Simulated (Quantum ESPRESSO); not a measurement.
GdO:

```
Gd O
1.0
     2.80181    0.00000    0.00000
     0.00000    2.80181    0.00000
     0.00000    0.00000    2.80181
Gd O
1 1
Direct
  0.00000 0.00000 0.00000
  0.50000 0.50000 0.50000
```

The cell comes from a database or a generator and needn't be the stable form of this composition.

- Program: Quantum ESPRESSO 7.5
- Task: phonons
- Functional: PBE
- Potentials or basis: JTH 2.0 PBE
- Cutoff: 707 eV
- Density cutoff: 4245 eV
- k mesh: 6 × 6 × 6
- Occupations: cold, width 0.2 eV
- Spin: collinear spin, ferromagnetic start
- Starting moments: [7.0, 0.0] μB
- Target pressure: 5 GPa
- Mixing beta: 0.3
- Most SCF iterations: 120
- SCF threshold: 4e-10 Ry

The cell and the atoms were relaxed first at 5 GPa, to 13.47 Å³/atom (a = 2.998 Å, b = 2.998 Å, c = 2.998 Å, α = 90.00°, β = 90.00°, γ = 90.00°), and the response was taken there.

**Question.** Which optical modes does the crystal have at the zone centre, and which show in infrared and Raman spectra?

**Answer.** The optical modes are T1u. Infrared active: T1u. None is Raman active.

Optical modes at Γ, degenerate ones joined:
```
cm⁻¹  components  symmetry  active in
 250           3       T1u         IR
```

Caveat: the k mesh is coarse (spacing up to 0.37 Å⁻¹), so the values aren't converged; the mesh is thin for the phonons of a metal; the volume moved by over 15 % at a fixed basis, so the end points are rough; the cell is more than 3 GPa from zero pressure, which shifts response properties; a cell with one magnetic atom can't hold antiferromagnetic order, which such compounds often take; without U or exact exchange the open f shell lies at the Fermi level, which spoils levels, moments and volumes.
